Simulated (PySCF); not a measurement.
**NiF−: bond curves at several levels of theory**

Aim: find the lowest electronic state of NiF−, scan its bond at several levels of theory, and get bond length, wavenumber and dissociation energy from each curve.

Program: PySCF 2.14.0. Level of theory: Ni def2-TZVPPD, F def2-TZVPPD, no relativity. These are calculated values, not measurements.

3 further runs of the same task are left out: 2 that didn't finish, 1 set aside as unsound or not needed.

### Step 1. Input

A driver script around PySCF takes these settings:

```json
{
  "atoms": "Ni, F",
  "charge": "-1",
  "basis": "Ni def2-TZVPPD, F def2-TZVPPD",
  "Hamiltonian": "no relativity",
  "basis functions": "107",
  "electrons treated": "38",
  "masses in u": "57.9353, 18.9984",
  "levels": "PBE0, PBE, r²SCAN, M06, MN15, PW91, CAM-B3LYP, HF",
  "grid": "80 radial by 434 angular points",
  "occupations": "held fixed by the projection of orbital angular momentum",
  "dissociation limit": "Ni + F−, each in its ground configuration",
  "starting distance in angstrom": "1.770",
  "values of 2S to try": "0, 2, 4"
}
```

Launch:

```bash
$ OMP_NUM_THREADS=2 python dia.py task.json out
```

After this run come: First curve: PBE0; Other states along the same grid; PBE (GGA); r²SCAN (meta-GGA); M06 (hybrid meta-GGA); MN15 (hybrid meta-GGA); PW91; CAM-B3LYP; UHF (mean field).

Q: Predict the outcome of this session. Wanted: for each run, Re; ωe; De; μ.

**Answer**, as computed:

Lowest PBE0 solution found, without spin–orbit coupling: triplet, unpaired electrons σ ↑, π ↑. State 2 has its PBE0 minimum 0.74 eV higher. State 3 has its PBE0 minimum 0.91 eV higher. The other levels ran on the lowest alone.

| level | Re (Å) | ωe (cm⁻¹) | De (eV) | μ (D) |
| --- | --- | --- | --- | --- |
| PBE | 1.835 | 488 | 3.21 | 0.31 |
| PW91 | 1.833 | 491 | 3.25 | 0.25 |
| r²SCAN | 1.823 | 512 | 2.91 | 0.45 |
| PBE0 | 1.831 | 497 | 2.60 | 0.19 |
| M06 | 1.828 | 501 | 2.93 | 0.02 |
| MN15 | 1.821 | 519 | 4.19 | 0.02 |
| CAM-B3LYP | 1.833 | 500 | 2.58 | -0.03 |

De is counted to Ni + F− in their ground configurations. A positive dipole points from Ni to F; in an ion it is taken about the centre of mass and does not tell which atom is negative. No constants: UHF (the points don't follow one smooth fit).

In words: Bond lengths run from 1.821 Å (MN15) to 1.835 Å (PBE). Among the levels with a De in the table, it runs from 2.58 eV (CAM-B3LYP) to 4.19 eV (MN15).

With d or f electrons several states lie close, and the lowest PBE0 determinant need not be the measured ground state. With some functionals the highest level of the anion is positive, from self-interaction error or because the anion is truly unbound there; the finite basis then holds the extra electron, and no neutral molecule was run to test the binding. At CAM-B3LYP the stretched side of the curve climbs above De, by a hump or because the determinant held fixed goes to a higher limit.
